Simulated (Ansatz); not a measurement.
# CdTe: the cost of one run

Computed with Ansatz 0.2.0 (DFT PBE, scalar-relativistic, plane waves, PAW, unless a step's input says otherwise).

3 further runs of the same task are left out: 3 set aside as unsound or not needed.

### 1 The structure to begin with

Symmetry: F-43m, No. 216, cubic system. The conventional cell has a = 6.619 Å, b = 6.619 Å, c = 6.619 Å, α = 90.00°, β = 90.00°, γ = 90.00°. Cd (site symmetry -43m) is surrounded by 4 Te at 2.87 Å. Te (site symmetry -43m) is surrounded by 4 Cd at 2.87 Å.

Coordinates:

```cif
data_structure
_symmetry_space_group_name_H-M 'F-43m'
_symmetry_Int_Tables_number 216
_cell_length_a 6.6193
_cell_length_b 6.6193
_cell_length_c 6.6193
_cell_angle_alpha 90.000
_cell_angle_beta 90.000
_cell_angle_gamma 90.000
_cell_volume 290.02
loop_
_atom_site_label
_atom_site_type_symbol
_atom_site_symmetry_multiplicity
_atom_site_Wyckoff_symbol
_atom_site_fract_x
_atom_site_fract_y
_atom_site_fract_z
_atom_site_occupancy
Cd1 Cd 4 a 0.00000 0.00000 0.00000 1
Te1 Te 4 c 0.25000 0.25000 0.25000 1
```

It goes back to an entry of the Materials Project.

This cell was relaxed beforehand with the same method: volume 36.25 Å³/atom, gap on the mesh 0.58 eV.

### 2 The bulk's band edges

Contents of input.yaml:

```yaml
crystal:
  lattice:
    - [0.0, 3.3096311668, 3.3096311668]
    - [3.3096311668, 0.0, 3.3096311668]
    - [3.3096311668, 3.3096311668, 0.0]
  atoms:
    - { symbol: Cd, position: [0.0, 0.0, 0.0] }
    - { symbol: Te, position: [0.75, 0.75, 0.75] }
basis:
  ecutwfc: 420
kpoints:
  mp_grid: { grid: [10, 10, 10] }
  band_path: { path: [VBM, CBM], npoints: 2 }
hamiltonian:
  xc: pbe
scf:
  occupations: { method: gaussian, width: 0.02 }
output:
  forces: true
  stress: true
  eigenvalues: true
  write_density: true
  write_potential: true
  elf: true
  volumetric_format: npy
```

Command:

```console
ansatz run input.yaml --threads 8 --pin off --max-ram 20480MiB --backend cpu --events-out ev --progress --plain --runs-dir out
```

**Question.** How long does this run take on 8 threads of Arm Neoverse V1, shared host, and how much memory does it need?

About 2.2 s, with a peak of 0.5 GiB.
